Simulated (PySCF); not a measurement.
# The bond of ErP, level by level

The task here is to estimate one member of a computed series from the others.

Computed with PySCF 2.14.0. Level: Er x2c-TZVPall, P x2c-TZVPall, spin-free X2C with a Gaussian nucleus.

Set-up of the first run:

The job is set up so:

* atoms: Er, P
* charge: 0
* basis: Er x2c-TZVPall, P x2c-TZVPall
* Hamiltonian: spin-free X2C with a Gaussian nucleus
* basis functions: 141
* electrons treated: 83
* masses in u: 165.9303, 30.9738
* levels: PBE0, PBE, r²SCAN, MN15, M06-L, ωB97X, HF, MP2, SCS-MP2
* grid: 80 radial by 434 angular points
* occupations: held fixed by the projection of orbital angular momentum
* dissociation limit: Er + P, each in its ground configuration
* starting distance in angstrom: 2.351
* values of 2S to try: 1, 3, 5

The run is started by

```sh
$ OMP_NUM_THREADS=4 python dia.py task.json out
```

Among the steps run: Set-up; The PBE0 curve of the state that the search chose; Excited determinants; PBE; r²SCAN; MN15 (hybrid meta-GGA); M06-L; ωB97X (range-separated hybrid); ROHF (mean field).

One of the session's tables, all rows but one given; the rest of the session is left out.

| level | Re (Å) | ωe (cm⁻¹) | De (eV) |
| --- | --- | --- | --- |
| ROHF | 2.322 | 436 | 1.96 |
| ROHF-MP2 | 2.290 | 466 | 0.98 |
| ROHF-SCS-MP2 | 2.306 | 456 | 1.26 |
| r²SCAN | ? | ? | ? |
| PBE0 | 2.288 | 437 | 1.57 |
| MN15 | 2.351 | 351 | n/a |
| ωB97X | 2.287 | 430 | 0.87 |

**Question.** Estimate the row for r²SCAN.

As computed: Re (Å): 2.317; ωe (cm⁻¹): 402; De (eV): 2.45. In the column «Re (Å)» it lies between ROHF-SCS-MP2 (2.306) and ROHF (2.322).

De is counted to Er + P in their ground configurations.

Caveats from the session: The state is the lowest single determinant that the PBE0 search found; with open d or f shells the true ground state can be another one.
